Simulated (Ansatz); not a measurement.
# CH5B2ClO: small, medium and large basis sets

An exercise on one series of results from a longer session: the logs are not shown, and one member is left open.

Computed with Ansatz 0.2.0, Gaussian basis. Level: one geometry, several basis sets.

Levels to be run: PBE0-D4/def2-SVP; ωB97M-V/def2-SVP; PBE0-D4/def2-QZVPP; ωB97M-V/def2-QZVPP; the functionals' def2-TZVPP values are taken from earlier runs.

**The geometry**

The geometry comes from an earlier relaxation with PBE0-D4 in a triple-zeta def2 set; it is a stationary point, not always the lowest conformer.

10 atoms, charge 0, spin multiplicity 1.

Atoms are counted from 1 here; the program's logs count them from 0.

Bond lengths: B1–C2 1.537 Å, B1–Cl5 1.803 Å, B1–H6 1.406 Å, B1–H7 1.198 Å, C2–B3 1.526 Å, C2–O4 1.275 Å, B3–H6 1.348 Å, B3–H8 1.203 Å, B3–H9 1.202 Å, O4–H10 0.972 Å. Angles: C2–B1–Cl5 117.4°, C2–B1–H6 90.7°, C2–B1–H7 115.8°, Cl5–B1–H6 106.7°, Cl5–B1–H7 119.1°, H6–B1–H7 99.9°, B1–C2–B3 82.1°, B1–C2–O4 136.7°, B3–C2–O4 141.0°, C2–B3–H6 93.4°, C2–B3–H8 116.0°, C2–B3–H9 115.4°, H6–B3–H8 100.9°, H6–B3–H9 106.6°, H8–B3–H9 119.0°, C2–O4–H10 111.3°, B1–H6–B3 93.8°.

Set-up of the first run:

File in.yaml:

```yaml
crystal:
  periodic: [false, false, false]
  atoms:
    - {symbol: B, position_ang: [-0.744595, -0.778313, 0.421145]}
    - {symbol: C, position_ang: [0.263279, -0.245998, -0.609937]}
    - {symbol: B, position_ang: [0.197366, 0.993244, 0.278636]}
    - {symbol: O, position_ang: [0.887109, -0.708615, -1.621556]}
    - {symbol: Cl, position_ang: [-0.184142, -2.079373, 1.535994]}
    - {symbol: H, position_ang: [-0.672454, 0.427794, 1.139207]}
    - {symbol: H, position_ang: [-1.895048, -0.751616, 0.087908]}
    - {symbol: H, position_ang: [-0.460298, 1.908190, -0.141501]}
    - {symbol: H, position_ang: [1.194571, 1.232746, 0.904775]}
    - {symbol: H, position_ang: [1.497313, -0.049158, -1.991669]}
basis:
  gaussian: {orbitals: def2-SVP}
hamiltonian: {xc: pbe0, dispersion: d4}
output: {orbitals: {seedname: orbitals}}
```

Steps of the session up to this table: PBE0-D4 in def2-SVP; ωB97M-V in def2-SVP; PBE0-D4 in def2-QZVPP; ωB97M-V in def2-QZVPP.

One table of the session follows, with a row left open; its other results are not shown here.

It belongs to the step «Density functionals: the series». 

```
functional       basis  HOMO (eV)  LUMO (eV)
   PBE0-D4    def2-SVP      -7.65      -2.52
   PBE0-D4  def2-TZVPP      -7.80      -2.64
   PBE0-D4  def2-QZVPP      -7.83      -2.68
   ωB97M-V    def2-SVP          ?          ?
   ωB97M-V  def2-TZVPP     -10.09      -0.43
   ωB97M-V  def2-QZVPP     -10.12      -0.49
```

Q: Estimate the row for ωB97M-V, def2-SVP from the others.

**Answer.** HOMO (eV): -9.89; LUMO (eV): -0.25. In the column «HOMO (eV)» it lies between ωB97M-V, def2-TZVPP (-10.09) and PBE0-D4, def2-QZVPP (-7.83).
